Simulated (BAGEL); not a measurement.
**HF/STO-3G (density fitting with qzvpp-jkfit) run of BPH6 (SMILES [BH3-][PH3+])**

Aim: the electronic atomisation energy of BPH6 at HF/STO-3G (density fitting with qzvpp-jkfit), from 4 runs. 

The calculation is run with BAGEL 1.2.2.

12 further runs of the same task are left out: 12 set aside as unsound or not needed.

**1. Starting point**

BPH6 has 8 atoms, charge 0, and is taken as a singlet. SMILES: `[BH3-][PH3+]`. The coordinates come from a PBE0-D4/def2-TZVP relaxation.

Bond lengths: B1–P2 1.910 Å, B1–H3 1.209 Å, B1–H4 1.209 Å, B1–H5 1.209 Å, P2–H6 1.408 Å, P2–H7 1.409 Å, P2–H8 1.408 Å. Some angles: B1–P2–H6 118.0°, B1–P2–H7 118.1°, B1–P2–H8 118.0°, P2–B1–H3 103.8°, P2–B1–H4 103.8°, P2–B1–H5 103.8°, H6–P2–H7 99.7°, H6–P2–H8 99.7°, H7–P2–H8 99.7°, H3–B1–H4 114.5°.

**2. The energy at HF/STO-3G (density fitting with qzvpp-jkfit)**

Input file calc.json:

```json
{ "bagel" : [

{
  "title" : "molecule",
  "basis" : "sto-3g",
  "df_basis" : "qzvpp-jkfit",
  "angstrom" : true,
  "geometry" : [
    { "atom" : "B", "xyz" : [      -0.556100,       0.227200,      -0.914000 ] },
    { "atom" : "P", "xyz" : [       0.433900,      -0.181600,       0.667700 ] },
    { "atom" : "H", "xyz" : [      -1.693400,       0.343100,      -0.520100 ] },
    { "atom" : "H", "xyz" : [      -0.367800,      -0.730200,      -1.628000 ] },
    { "atom" : "H", "xyz" : [      -0.055500,       1.254200,      -1.309900 ] },
    { "atom" : "H", "xyz" : [       0.418800,       0.755700,       1.718800 ] },
    { "atom" : "H", "xyz" : [       1.823100,      -0.380300,       0.547100 ] },
    { "atom" : "H", "xyz" : [       0.089200,      -1.345200,       1.382600 ] }
  ]
},

{ "title" : "hf" },

{ "title" : "print", "file" : "orbitals.molden", "orbitals" : true }

]}
```

The run is started by

```sh
$ BAGEL_NUM_THREADS=1 BAGEL calc.json > calc.out
```

The log of the run:

```text
* using 1 threads per process

  ===============================================================
  ===============================================================

  *** Geometry ***

  { "atom" : "B", "xyz" : [     -1.050877,      0.429346,     -1.727210 ] },
  { "atom" : "P", "xyz" : [      0.819952,     -0.343174,      1.261770 ] },
  { "atom" : "H", "xyz" : [     -3.200062,      0.648365,     -0.982847 ] },
  { "atom" : "H", "xyz" : [     -0.695041,     -1.379878,     -3.076474 ] },
  { "atom" : "H", "xyz" : [     -0.104880,      2.370095,     -2.475352 ] },
  { "atom" : "H", "xyz" : [      0.791417,      1.428066,      3.248061 ] },
  { "atom" : "H", "xyz" : [      3.445160,     -0.718663,      1.033869 ] },
  { "atom" : "H", "xyz" : [      0.168564,     -2.542060,      2.612735 ] },

  Number of auxiliary basis functions:      311

  Since a DF basis is specified, we compute 2- and 3-index integrals:
    o Being stored without compression. Storage requirement is 0.001 GB

  Number of basis functions:       20
  Number of electrons      :       26

    * METHOD: MOLECULE                             0.06

  *** RHF ***

  === Nuclear Repulsion ===
    59.5445171562

      * DIIS with orbital gradients will be used.

  === RHF iteration (sto-3g) ===
      0       -364.71448273          0.01256627           0.00
      1       -364.74486045          0.00302996           0.00
      2       -364.74668230          0.00057587           0.00
      3       -364.74675465          0.00006767           0.00
      4       -364.74675562          0.00000846           0.00
      5       -364.74675564          0.00000137           0.00
      6       -364.74675564          0.00000021           0.00
      7       -364.74675564          0.00000002           0.00
      8       -364.74675564          0.00000000           0.00
    * SCF iteration converged.

    * Permanent dipole moment:
           (   -1.112797,     0.459584,    -1.777827) a.u.

    * METHOD: HF                                   0.07

    * METHOD: PRINT                                0.00

  ===============================================================
```

It took 0.24 s on 1 thread of Arm Neoverse V1, shared host.

**3. The B atom**

Input file job.json:

```json
{ "bagel" : [

{
  "title" : "molecule",
  "basis" : "sto-3g",
  "df_basis" : "qzvpp-jkfit",
  "angstrom" : true,
  "geometry" : [
    { "atom" : "B", "xyz" : [    0.000000,    0.000000,    0.000000 ] }
  ]
},
{
  "title" : "uhf",
  "nopen" : 1
},
{
  "title" : "print",
  "file" : "orbitals.molden",
  "orbitals" : true
}

]}
```

The run is started by

```sh
$ BAGEL_NUM_THREADS=1 BAGEL job.json > job.out
```

The log of the run:

```text
* using 1 threads per process

  ===============================================================
  ===============================================================

  *** Geometry ***

  { "atom" : "B", "xyz" : [      0.000000,      0.000000,      0.000000 ] },

  Number of auxiliary basis functions:       75

  Since a DF basis is specified, we compute 2- and 3-index integrals:
    o Being stored without compression. Storage requirement is 0.000 GB

  Number of basis functions:        5
  Number of electrons      :        5

    * METHOD: MOLECULE                             0.01

  *** Open-shell HF ***

  === Nuclear Repulsion ===
     0.0000000000

      * DIIS with orbital gradients will be used.

  === UHF iteration (sto-3g) ===
      0        -24.14911660          0.00000000           0.00
    * SCF iteration converged.

    * S^2 (UHF) is 0.7500

    * Permanent dipole moment:
           (   -0.000000,    -0.000000,     0.000000) a.u.

    * METHOD: UHF                                  0.01

    * METHOD: PRINT                                0.00

  ===============================================================
```

It took 0.16 s on 1 thread of Arm Neoverse V1, shared host.

**4. The H atom at the same level**

Input file hf.json:

```json
{ "bagel": [

{
  "title": "molecule",
  "basis": "sto-3g",
  "df_basis": "qzvpp-jkfit",
  "angstrom": true,
  "geometry": [
    { "atom": "H", "xyz": [       0.000000,       0.000000,       0.000000 ] }
  ]
},

{ "title": "uhf", "nopen": 1 },

{ "title": "print", "file": "orbitals.molden", "orbitals": true }

]}
```

Run the same way, it converges to -0.46658 Eh (log not shown).

**5. The P atom**

Input file hf.json:

```json
{ "bagel": [

{
  "title": "molecule",
  "basis": "sto-3g",
  "df_basis": "qzvpp-jkfit",
  "angstrom": "true",
  "geometry": [
    { "atom": "P", "xyz": [       0.000000,       0.000000,       0.000000 ] }
  ]
},

{ "title": "uhf", "nopen": 3 },

{ "title": "print", "file": "orbitals.molden", "orbitals": "true" }

]}
```

Run the same way, it converges to -336.86896 Eh (log not shown).

**6. What came out**

At HF/STO-3G (density fitting with qzvpp-jkfit):

```
                     quantity          value
       molecule: total energy  -364.74676 Eh
      molecule: dipole moment         5.46 D
        molecule: HOMO energy       -9.93 eV
        molecule: LUMO energy       11.17 eV
      molecule: HOMO–LUMO gap       21.10 eV
         B atom: total energy   -24.14912 Eh
        B atom: dipole moment         0.00 D
                 B atom: ⟨S²⟩          0.750
         H atom: total energy    -0.46658 Eh
        H atom: dipole moment         0.00 D
                 H atom: ⟨S²⟩          0.750
         P atom: total energy  -336.86896 Eh
        P atom: dipole moment         0.00 D
                 P atom: ⟨S²⟩          3.750
electronic atomisation energy      25.285 eV
```

Taking the molecule apart into free atoms costs 25.28 eV (583 kcal/mol), before zero-point energy and without spin-orbit coupling. Hartree–Fock lacks the correlation of the bonding pairs, which as a rule makes this value much too low; in minimal bases other errors can mask that. In a minimal basis such a difference can be off by several eV, whatever the method.
